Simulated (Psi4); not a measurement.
# UB2PLYP/cc-pVDZ (density fitting for correlation) run of SiNH4O2 (SMILES N[Si](O)O)

Aim: the energy change on altering one bond length of SiNH4O2 at UB2PLYP/cc-pVDZ (density fitting for correlation), from 2 runs. 

The calculation is run with Psi4 1.11.

2 further runs of the same task are left out: 2 set aside as unsound or not needed.

**1. The system as given**

The species is SiNH4O2 (8 atoms), meant as a doublet with charge 0. SMILES: `N[Si](O)O`. Geometry: relaxed at PBE0-D4/def2-TZVP. This is one conformer, not always the lowest.

Bond lengths: N1–Si2 1.700 Å, Si2–O3 1.651 Å, Si2–O4 1.651 Å, N1–H5 1.006 Å, N1–H6 1.006 Å, O3–H7 0.958 Å, O4–H8 0.958 Å. Angles: N1–Si2–O3 104.3°, N1–Si2–O4 104.3°, O3–Si2–O4 116.1°, Si2–N1–H5 120.9°, Si2–N1–H6 120.9°, Si2–O3–H7 115.7°, Si2–O4–H8 115.7°, H5–N1–H6 112.9°.

**2. A single-point energy at UB2PLYP/cc-pVDZ (density fitting for correlation)**

The input, calc.py:

```python
import psi4

psi4.set_memory('1600 MB')
psi4.set_num_threads(1)
psi4.core.set_output_file('output.dat', False)

m = psi4.geometry("""
0 2
N     -0.498000     1.267000     0.129300
Si     0.096000    -0.243600    -0.376000
O      1.641600    -0.288300     0.202600
O     -0.956500    -1.334700     0.277900
H      0.071200     2.094000     0.065100
H     -1.483600     1.467400     0.110500
H      2.250900    -0.848000    -0.280900
H     -1.029400    -2.171000    -0.184200
symmetry c1
no_reorient
no_com
""")

options = {'basis': 'cc-pVDZ', 'reference': 'uks', 'puream': True, 'e_convergence': 1e-09, 'd_convergence': 1e-08, 'scf_type': 'pk', 'dft_radial_points': 99, 'dft_spherical_points': 590, 'num_frozen_docc': 8, 'maxiter': 100}
psi4.set_options(options)

E = psi4.energy("B2PLYP", molecule=m)
print('E =', round(E, 9))
```

Launch:

```console
python calc.py
```

output.dat:

```text
[...]
  Running in c1 symmetry.
[...]
  Nuclear repulsion =  176.842405236821378
[...]
  Multiplicity = 2
[...]
  Nalpha       = 21
  Nbeta        = 20
[...]
    Number of basis functions: 80
[...]
   @UKS iter   1:  -496.31497062320938   -4.28307e-01   1.13088e-02 DIIS/ADIIS
[...]
   @UKS iter  14:  -496.64494023419422   -5.11591e-13   2.42576e-09 DIIS
[...]
   @S^2 Observed:                7.534282740E-01
[...]
    Orbital Energies [Eh]
    ---------------------
    Alpha Occupied:
       1A    -67.282108     2A    -19.725462     3A    -19.725446
       4A    -14.817742     5A     -5.665574     6A     -3.921402
       7A     -3.918819     8A     -3.917696     9A     -1.148915
      10A     -1.130704    11A     -0.964522    12A     -0.643644
      13A     -0.589867    14A     -0.539264    15A     -0.506234
      16A     -0.483559    17A     -0.440855    18A     -0.419694
      19A     -0.381549    20A     -0.341916    21A     -0.226081
    Alpha Virtual:
      22A      0.104444    23A      0.120779    24A      0.121868
      25A      0.183837    26A      0.193176    27A      0.194680
[...]
  @UKS Final Energy:  -496.64494023419422
   => Energetics <=
    Nuclear Repulsion Energy =            176.8424052368213779
    One-Electron Energy =               -1037.7947632302827969
    Two-Electron Energy =                 386.6252503913374312
    DFT Exchange-Correlation Energy =     -22.3178326320702460
    Empirical Dispersion Energy =           0.0000000000000000
    VV10 Nonlocal Energy =                  0.0000000000000000
    Total Energy =                       -496.6449402341942232
[...]
 Multipole Moments:
 ------------------------------------------------------------------------------------
     Multipole            Electronic (a.u.)      Nuclear  (a.u.)        Total (a.u.)
 ------------------------------------------------------------------------------------
 L = 1.  Multiply by 2.5417464519 to convert [e a0] to [Debye]
 Dipole X            :         -5.8999516            5.9486689            0.0487172
 Dipole Y            :         13.0189847          -13.1959575           -0.1769729
 Dipole Z            :          0.7080649           -1.5200957           -0.8120308
 Magnitude           :                                                    0.8325183
[...]
```

On the terminal:

```text
E = -496.850087002
```

Run time: 25 s. Hardware: 1 thread of Intel Xeon Platinum 8375C at 2.90GHz (Ice Lake), shared host; peak memory 1.2 GiB.

**3. The distorted shape**

The input, calc.in:

```
memory 1600 MB

molecule molecule1 {
  0 2
  N
  Si 1 r2
  O 2 r3 1 a3
  O 2 r4 3 a4 1 d4
  H 1 r5 2 a5 3 d5
  H 1 r6 5 a6 2 d6
  H 3 r7 2 a7 4 d7
  H 4 r8 2 a8 3 d8

  r2 = 1.700022
  r3 = 1.650956
  a3 = 104.30002
  r4 = 1.651012
  a4 = 116.11081
  d4 = -114.1127
  r5 = 1.006002
  a5 = 120.91757
  d5 = 42.5952
  r6 = 1.1568
  a6 = 112.91722
  d6 = -154.61235
  r7 = 0.958271
  a7 = 115.73713
  d7 = 91.98808
  r8 = 0.958253
  a8 = 115.73861
  d8 = -91.80463
  symmetry c1
  no_reorient
  no_com
}

set basis cc-pVDZ
set reference uks
set puream true
set e_convergence 1e-09
set d_convergence 1e-08
set scf_type pk
set dft_radial_points 99
set dft_spherical_points 590
set num_frozen_docc 8
set maxiter 100

energy("b2plyp")
```

Launch:

```console
psi4 -n 1 calc.in calc.out
```

calc.out:

```text
[...]
  Running in c1 symmetry.
[...]
  Nuclear repulsion =  176.107426745807402
[...]
  Multiplicity = 2
[...]
  Nalpha       = 21
  Nbeta        = 20
[...]
    Number of basis functions: 80
[...]
   @UKS iter   1:  -496.29829034093353   -4.85737e-01   1.12547e-02 ADIIS/DIIS
[...]
   @UKS iter  14:  -496.63015136729103   -2.33058e-12   4.46036e-09 DIIS
[...]
   @S^2 Observed:                7.535982132E-01
[...]
    Orbital Energies [Eh]
    ---------------------
    Alpha Occupied:
       1A    -67.281987     2A    -19.725285     3A    -19.724555
       4A    -14.829562     5A     -5.665312     6A     -3.921123
       7A     -3.918544     8A     -3.917442     9A     -1.148369
      10A     -1.130190    11A     -0.946159    12A     -0.640595
      13A     -0.584748    14A     -0.521586    15A     -0.500112
      16A     -0.478703    17A     -0.440292    18A     -0.418794
      19A     -0.380713    20A     -0.340093    21A     -0.225087
    Alpha Virtual:
      22A      0.097470    23A      0.109321    24A      0.122486
      25A      0.168426    26A      0.192126    27A      0.195591
[...]
  @UKS Final Energy:  -496.63015136729103
   => Energetics <=
    Nuclear Repulsion Energy =            176.1074267458074019
    One-Electron Energy =               -1036.4177681764008412
    Two-Electron Energy =                 385.9707658881679322
    DFT Exchange-Correlation Energy =     -22.2905758248655488
    Empirical Dispersion Energy =           0.0000000000000000
    VV10 Nonlocal Energy =                  0.0000000000000000
    Total Energy =                       -496.6301513672910346
[...]
 Multipole Moments:
 ------------------------------------------------------------------------------------
     Multipole            Electronic (a.u.)      Nuclear  (a.u.)        Total (a.u.)
 ------------------------------------------------------------------------------------
 L = 1.  Multiply by 2.5417464519 to convert [e a0] to [Debye]
 Dipole X            :         -0.1380547           -0.4847792           -0.6228338
 Dipole Y            :         -0.0167029            0.3938144            0.3771115
 Dipole Z            :          1.6271506           -1.2355101            0.3916405
 Magnitude           :                                                    0.8267511
[...]
```

Run time: 25 s. Hardware: 1 thread of Intel Xeon Platinum 8375C at 2.90GHz (Ice Lake), shared host; peak memory 1.2 GiB.

**4. Results**

At UB2PLYP/cc-pVDZ (density fitting for correlation), 8 core orbitals frozen:

```
                                                                 quantity          value
                                                first shape: total energy  -496.85009 Eh
    first shape: HOMO energy (SCF part's orbitals) (highest over α and β)       -6.15 eV
     first shape: LUMO energy (SCF part's orbitals) (lowest over α and β)       -0.01 eV
                                                        first shape: ⟨S²⟩          0.753
                                            distorted shape: total energy  -496.83698 Eh
distorted shape: HOMO energy (SCF part's orbitals) (highest over α and β)       -6.12 eV
 distorted shape: LUMO energy (SCF part's orbitals) (lowest over α and β)        0.01 eV
                                                    distorted shape: ⟨S²⟩          0.754
        energy change with the N1–H6 bond stretched from 1.006 to 1.157 Å       0.357 eV
```

In words: With the N1–H6 bond stretched from 1.006 to 1.157 Å the energy rises by 0.36 eV (8.2 kcal/mol). The first shape isn't relaxed at this level, so the change isn't measured from a minimum.
